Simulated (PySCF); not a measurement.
**AlF3 (SMILES [F][Al]([F])[F]) at CCSDT/STO-3G**

What is the energy change on altering one bond length of AlF3 at CCSDT/STO-3G? Input form: a Python script.

The results are computed with PySCF 2.14.0.

10 further runs of the same task are left out: 2 that didn't finish, 8 set aside as unsound or not needed.

### 1 The structure to begin with

AlF3 has 4 atoms, charge 0, and is taken as a singlet. As SMILES, `[F][Al]([F])[F]`. The shape comes from GFN2-xTB, which is rough for such elements, and wasn't checked as a minimum.

Bond lengths: Al1–F2 1.631 Å, Al1–F3 1.631 Å, Al1–F4 1.631 Å. Angles: F2–Al1–F3 120.0°, F2–Al1–F4 120.0°, F3–Al1–F4 120.0°.

### 2 The energy at CCSDT/STO-3G

File input.xyz:

```xyz
4
AlF3
Al    -0.000200    -0.000290    -0.001260
F      1.630840    -0.027090     0.013490
F     -0.791540     1.425990    -0.016640
F     -0.839100    -1.398610     0.004400
```

File calc.py:

```python
from pyscf import gto, cc

system = gto.Mole()
system.atom = 'input.xyz'
system.verbose = 3
system.basis = 'sto-3g'
system.max_memory = 1860
system.charge = 0
system.build()

mf = system.RHF()
mf.conv_tol = 1e-10
mf.kernel()
if not mf.converged:
    mf = mf.newton().run(mf.mo_coeff, mf.mo_occ)

mycc = cc.CCSDT(mf, frozen=8)
mycc.kernel()
energy = mycc.e_tot
print('E(%s) = %.9f' % ('CCSDT', energy))
```

Command:

```bash
OMP_NUM_THREADS=1 python calc.py
```

The program printed:

```text
converged SCF energy = -533.247577708064
_make_eris_incore_RCCSDT

WARN: A large `blksize` is being used, which may cause large memory consumption
      for storing contraction intermediates. If memory is sufficient, consider using
      `pyscf.cc.rccsdt_highm.RCCSDT` instead.

RCCSDT converged
E(RCCSDT) = -533.3383678200283   E_corr = -0.09079011196427422
E_corr(same-spin) = -0.0182371195722388
E_corr(oppo-spin) = -0.0725529923920354
E(CCSDT) = -533.338367820
```

Wall time 1.5 s (1 thread of Arm Neoverse V2, shared host); peak memory 0.12 GiB.

### 3 The distorted shape at the same level

File run.py:

```python
from pyscf import gto, cc

mol = gto.Mole()
mol.atom = '''
Al       0.670917       1.118361      -0.005788
F        2.301957       1.091561       0.008962
F       -0.120423       2.544641      -0.021168
F       -0.839100      -1.398610       0.004400
'''
mol.basis = 'sto-3g'
mol.max_memory = 1860
mol.verbose = 3
mol.charge = 0
mol.build()

mf = mol.RHF()
mf.conv_tol = 1e-10
mf.kernel()
if not mf.converged:
    mf = mf.newton().run(mf.mo_coeff, mf.mo_occ)

mycc = cc.CCSDT(mf, frozen=8)
mycc.kernel()
e_final = mycc.e_tot
print(f'total energy: {e_final:.8f} hartree')
```

Command:

```bash
OMP_NUM_THREADS=1 python run.py
```

The program printed:

```text
converged SCF energy = -532.932543466115
_make_eris_incore_RCCSDT

WARN: A large `blksize` is being used, which may cause large memory consumption
      for storing contraction intermediates. If memory is sufficient, consider using
      `pyscf.cc.rccsdt_highm.RCCSDT` instead.

RCCSDT converged
E(RCCSDT) = -533.1641793940045   E_corr = -0.2316359278899031
E_corr(same-spin) = -0.0163317331270634
E_corr(oppo-spin) = -0.21530419476284
total energy: -533.16417939 hartree
```

Run time: 2.8 s. Hardware: 1 thread of Arm Neoverse V2, shared host; peak memory 0.12 GiB.

### 4 Summary of results

Level: CCSDT/STO-3G, 8 core orbitals frozen.

| quantity | value |
| --- | --- |
| first shape: total energy | -533.33837 Eh |
| first shape: dipole moment (Hartree–Fock density) | 0.01 D |
| first shape: HOMO energy (Hartree–Fock orbitals) | -10.28 eV |
| first shape: LUMO energy (Hartree–Fock orbitals) | 10.03 eV |
| first shape: HOMO–LUMO gap (Hartree–Fock orbitals) | 20.31 eV |
| first shape: correlation energy (8 core orbitals frozen) | -90.8 mEh |
| first shape: T1 diagnostic | 0.015 |
| distorted shape: total energy | -533.16418 Eh |
| distorted shape: dipole moment (Hartree–Fock density) | 2.27 D |
| distorted shape: HOMO energy (Hartree–Fock orbitals) | -4.08 eV |
| distorted shape: LUMO energy (Hartree–Fock orbitals) | 3.74 eV |
| distorted shape: HOMO–LUMO gap (Hartree–Fock orbitals) | 7.82 eV |
| distorted shape: correlation energy (8 core orbitals frozen) | -231.6 mEh |
| distorted shape: T1 diagnostic | 0.051 |
| energy change with the Al1–F4 bond stretched from 1.631 to 2.935 Å | 4.740 eV |

**Reading.** With the Al1–F4 bond stretched from 1.631 to 2.935 Å the energy rises by 4.74 eV (457 kJ/mol). The first shape isn't relaxed at this level, so the change isn't measured from a minimum. The minimal basis adds a large error of its own. Mulliken charges (first shape) of the mean-field density run from -0.38 on F2 to +1.15 on Al1; they depend strongly on the basis. The T1 diagnostic (distorted shape) of 0.051 is above the customary mark for such species, so a single reference may not serve.
